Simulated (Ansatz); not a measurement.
# H₆O₂SSi₂: a ladder of functionals and wavefunction methods

One table from this session's results is given with a row withheld; the runs are named, their logs left out.

Method: functionals in def2-TZVPP, the program's frozen cores in correlated methods; program: Ansatz 0.2.0, Gaussian basis.

Plan: PBE-D4, r2SCAN-D4, PBE0-D4, B3LYP-D4, ωB97X-V, ωB97M-V, B2PLYP; CCSD(T)/def2-TZVPP; MP2/def2-QZVPP; extrapolation to the limit.

## The relaxed structure

All runs share one geometry, relaxed beforehand with PBE0-D4 in a triple-zeta def2 set.

SMILES `O[SiH2]O[SiH2]S`, 11 atoms, charge 0, spin multiplicity 1.

Atoms are counted from 1 here; the program's logs count them from 0.

Bond lengths: O1–Si2 1.636 Å, O1–H6 0.961 Å, Si2–O3 1.643 Å, Si2–H7 1.485 Å, Si2–H8 1.475 Å, O3–Si4 1.629 Å, Si4–S5 2.143 Å, Si4–H9 1.479 Å, Si4–H10 1.481 Å, S5–H11 1.345 Å. Angles: Si2–O1–H6 116.3°, O1–Si2–O3 111.6°, O1–Si2–H7 111.2°, O1–Si2–H8 106.5°, O3–Si2–H7 107.5°, O3–Si2–H8 108.1°, H7–Si2–H8 112.1°, Si2–O3–Si4 139.3°, O3–Si4–S5 112.1°, O3–Si4–H9 108.0°, O3–Si4–H10 110.8°, S5–Si4–H9 109.9°, S5–Si4–H10 104.0°, H9–Si4–H10 112.0°, Si4–S5–H11 94.4°.

The first run:

Input file in.yaml:

```yaml
crystal:
  periodic: [false, false, false]
  atoms:
    - {symbol: O, position_ang: [-0.810588, 1.722942, 0.904056]}
    - {symbol: Si, position_ang: [-1.372501, 0.186707, 0.900851]}
    - {symbol: O, position_ang: [-0.695743, -0.702019, -0.304356]}
    - {symbol: Si, position_ang: [0.779864, -1.078029, -0.881805]}
    - {symbol: S, position_ang: [2.214675, 0.466557, -0.496602]}
    - {symbol: H, position_ang: [0.138737, 1.829135, 1.009732]}
    - {symbol: H, position_ang: [-1.069178, -0.497906, 2.183667]}
    - {symbol: H, position_ang: [-2.823390, 0.273055, 0.647819]}
    - {symbol: H, position_ang: [0.658355, -1.300625, -2.338500]}
    - {symbol: H, position_ang: [1.332511, -2.262355, -0.184944]}
    - {symbol: H, position_ang: [1.712459, 1.305638, -1.419319]}
basis:
  gaussian: {orbitals: def2-TZVPP}
hamiltonian: {xc: pbe, dispersion: d4}
output: {forces: true, orbitals: {seedname: orbitals}}
```

Command:

```sh
$ ansatz run in.yaml --threads 4 --pin off --events-out ev --progress --plain --max-ram 10444MiB
```

Steps of the session up to this table: PBE-D4 (GGA); r2SCAN-D4 (meta-GGA); PBE0-D4 (hybrid); B3LYP-D4 (hybrid); ωB97X-V (range-separated); ωB97M-V (range-separated); B2PLYP (double hybrid); CCSD(T) in def2-TZVPP; MP2 in def2-QZVPP.

One of the session's tables, all rows but one given; the rest of the session is left out.

```
            method  atomisation energy (kJ/mol)
            PBE-D4                       3870.2
         r2SCAN-D4                       3880.3
           PBE0-D4                       3817.3
          B3LYP-D4                       3858.0
           ωB97X-V                       3902.1
           ωB97M-V                       3895.9
            B2PLYP                       3822.6
     HF/def2-TZVPP                       2831.6
    MP2/def2-TZVPP                       3841.8
   CCSD/def2-TZVPP                            ?
CCSD(T)/def2-TZVPP                       3778.1
           MP2/CBS                       3965.4
       CCSD(T)/CBS                       3901.7
```

Estimate the missing values for CCSD/def2-TZVPP.

The run gave: atomisation energy (kJ/mol): 3726.0. In the column «atomisation energy (kJ/mol)» it lies between HF/def2-TZVPP (2831.6) and CCSD(T)/def2-TZVPP (3778.1).
